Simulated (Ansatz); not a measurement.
**TiN+ (quintet): the correlation ladder, def2-QZVPP**

An exercise on one series of results from a longer session: the logs are not shown, and one member is left open.

Method: def2-QZVPP, core rule «outside noble gas», up to 10 orbitals frozen; program: Ansatz 0.2.0, Gaussian basis.

The runs, in order: UHF; ROHF; CCSD(T) on UHF.

2 further runs of the same task are left out: 2 set aside as unsound or not needed.

**What is computed**

The geometry is a PBE0/def2-TZVP stationary point (not a proven minimum) of the parent state, kept for this charge and spin.

2 atoms, charge 1, spin multiplicity 5.

Atoms are counted from 1 here; the program's logs count them from 0.

Bond lengths: Ti1–N2 1.607 Å.

The first run:

in.yaml

```yaml
crystal:
  periodic: [false, false, false]
  atoms:
    - {symbol: Ti, position_ang: [0.000000, 0.000000, 0.000000]}
    - {symbol: N, position_ang: [0.000000, 0.000000, 1.607000]}
basis:
  gaussian: {orbitals: "def2-QZVPP.json"}
total_charge: 1
magnetization: {spin_polarized: true, initial_magnetization: 4}
hamiltonian: {xc: hf}
output: {orbitals: {seedname: orbitals}}
```

Run with:

```sh
$ ansatz run in.yaml --threads 1 --pin off --events-out ev --progress --plain --max-ram 4096MiB --backend cpu
```

Among the steps run: UHF; ROHF; CCSD(T) on UHF.

One of the session's tables, all rows but one given; the rest of the session is left out.

```
  method  from UCCSD(T) (kJ/mol)
    ROHF                  +608.7
     UHF                  +585.0
    UMP2                   +81.6
   UCCSD                       ?
UCCSD(T)                       0
```

Q: Estimate the row for UCCSD from the others.

As computed: from UCCSD(T) (kJ/mol): +30.7. In the column «from UCCSD(T) (kJ/mol)» it lies between UCCSD(T) (0) and UMP2 (+81.6).
